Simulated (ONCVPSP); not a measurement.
**An ONCV potential for Si, from input to tests**

Do these settings give a usable potential? It is generated, then checked for transferability, scattering, ghosts and hardness.

The numbers are computed with ONCVPSP 4.0.1.1 (patched build) (PBE, scalar-relativistic, spin-unpolarised reference atom).

### Step 1. Starting point

The settings as typed:

- element: silicon (Si, Z = 14)
- type: optimised norm-conserving Vanderbilt (ONCV)
- frozen core: [Ne]
- valence charge: 4
- reference configuration: 3s2 3p2
- partial waves: 3s: rc 1.30 bohr, ncon 3, nbas 6, qcut 5.1 1/bohr, 3 projectors, debl 1.7 Ha; 3p: rc 1.75 bohr, ncon 3, nbas 7, qcut 4.8 1/bohr, 2 projectors, debl 3.8 Ha; d scattering state at 0.31 Ha: rc 1.55 bohr, ncon 3, nbas 6, qcut 5.7 1/bohr, 2 projectors, debl 3.7 Ha
- local potential: polynomial inside 1.05 bohr (lpopt 5, dvloc0 -1 Ha)
- core correction: not asked for

The nodes and maxima of the atom's own shells, from an earlier all-electron run, set the scale for the radii.

All-electron outer shells of the reference configuration (PBE, scalar-relativistic, ld1.x):

| shell | level (eV) | outermost node (bohr) | outermost maximum (bohr) |
| --- | --- | --- | --- |
| 2s | -139.50 | 0.15 | 0.45 |
| 2p | -95.56 | – | 0.39 |
| 3s | -10.81 | 0.72 | 1.80 |
| 3p | -4.08 | 0.72 | 2.17 |

### Step 2. Generating the potential

Si.dat reads:

```
# ATOM AND REFERENCE CONFIGURATION
# atsym  z   nc   nv     iexc    psfile
  Si 14.00    3    2        4      upf
#
#   n    l    f
    1    0    2.00
    2    0    2.00
    2    1    6.00
    3    0    2.00
    3    1    2.00
#
# PSEUDOPOTENTIAL AND OPTIMIZATION
# lmax
    2
#
#   l,   rc,      ep,       ncon, nbas, qcut
    0    1.30    0.00    3    6    5.10
    1    1.75    0.00    3    7    4.80
    2    1.55    0.31    3    6    5.70
#
# LOCAL POTENTIAL
# lloc, lpopt,  rc(5),   dvloc0
    4    5    1.05   -1.00
#
# VANDERBILT-KLEINMAN-BYLANDER PROJECTORs
# l, nproj, debl
    0    3    1.70
    1    2    3.80
    2    2    3.70
#
# MODEL CORE CHARGE
# icmod, fcfact, rcfact
    0    0.00    0.00
#
# LOG DERIVATIVE ANALYSIS
# epsh1, epsh2, depsh
   -2.00    5.00    0.02
#
# OUTPUT GRID
# rlmax, drl
    6.00    0.01
#
# TEST CONFIGURATIONS
# ncnf
    4
# nvcnf
#   n    l    f
    2
    3    0    2.00
    3    1    1.00
#
    2
    3    0    2.00
    3    1    0.00
#
    2
    3    0    1.00
    3    1    0.00
#
    2
    3    0    1.00
    3    1    3.00
#
```

The run is started by

```
$ oncvpsp.x < Si.dat > Si.out
```

Q: Predict the outcome of this session. Wanted: cutoffs for 1 and 0.1 mHa per electron, occupied waves; bound ghosts; GHOST(+) flags; largest test error; largest phase difference near zero energy, channels read.

As calculated:

| quantity | value |
| --- | --- |
| cutoffs for 1 and 0.1 mHa per electron, occupied waves | 13 Ha and 57 Ha |
| bound ghosts | s at -1003.48 eV, s at -141.41 eV |
| GHOST(+) flags | none at low energy |
| largest test error (AE − PS) | +57 meV, for 3s1 3p0 |
| largest phase difference near zero energy, channels read | 0.002 rad |

What this shows: A bound ghost (s) makes it unfit for use: electrons can fall into a state that the atom doesn't have. Close by lies the frozen 2s level (-139.5 eV). By total energies transferability is fair: the largest error is 57 meV on 57.7 eV, for 3s1 3p0. That test lies far up in energy; among those under 40 eV, nearer to bonding, the largest error is 6.1 meV. By its cutoff, 13 Ha for the looser tolerance, it is soft on the atom at that tolerance. The tighter tolerance needs 57 Ha, and converged work needs a cutoff nearer that. At the looser tolerance the 3s wave is the slowest; 3p needs 3 Ha. Near zero energy the phases of the channels with partial waves agree within 0.002 rad.
